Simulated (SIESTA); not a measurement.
Crystal: NiMoIrPdW.

```
CELL_PARAMETERS angstrom
4.14670 0.00000 0.00000
-2.07335 3.59115 0.00000
0.00000 0.00000 5.41629
ATOMIC_POSITIONS crystal
Ni 0.00000 0.00000 0.02221
Mo 0.66667 0.33333 0.45996
Pd 0.33333 0.66667 0.74601
Ir 0.33333 0.66667 0.25641
W 0.66667 0.33333 0.99985
```

The cell was built by a generator and needn't be a form met in nature.

Base run:

```yaml
Program: SIESTA 5.4.2
Functional: PBE
Potentials_or_basis: PseudoDojo 0.4 standard (PBE files)
Basis: DZP (energy shift 0.003 Ry; two zetas on semicore shells)
Grid_cutoff: 800 Ry
Energy_shift: 0.003 Ry
k_mesh: 7 × 7 × 5
Occupations: fermi-dirac, width 0.05 eV
Spin: collinear spin, ferromagnetic start
Starting_moments: "[1.0, 1.0, 0.0, 0.6, 0.0] μB"
```

Its results: band gap on the k mesh none (metal or under the smearing width); pressure 2.9 GPa; net moment 0.00 μB per cell; largest force 0.706 eV/Å.

Problem. The run is repeated on the same cell with these changes: functional from PBE to BLYP. What comes out?

Solution. Band gap on the k mesh none (metal or under the smearing width); pressure 12.2 GPa; net moment 0.00 μB per cell; largest force 0.759 eV/Å.

BLYP binds less tightly than PBE, so the same cell stands under more pressure.

Caveats: short orbitals over semicore shells can move pressures by several GPa; the valence orbitals were made in a potential fitted to the semicore shell under them, which widens gaps by tenths of an eV or more; the basis of atomic orbitals isn't converged, which shifts pressures, moduli and gaps; the potentials were made for another functional, which shifts forces and pressure (some runs).

Not every run made on this cell is shown here.
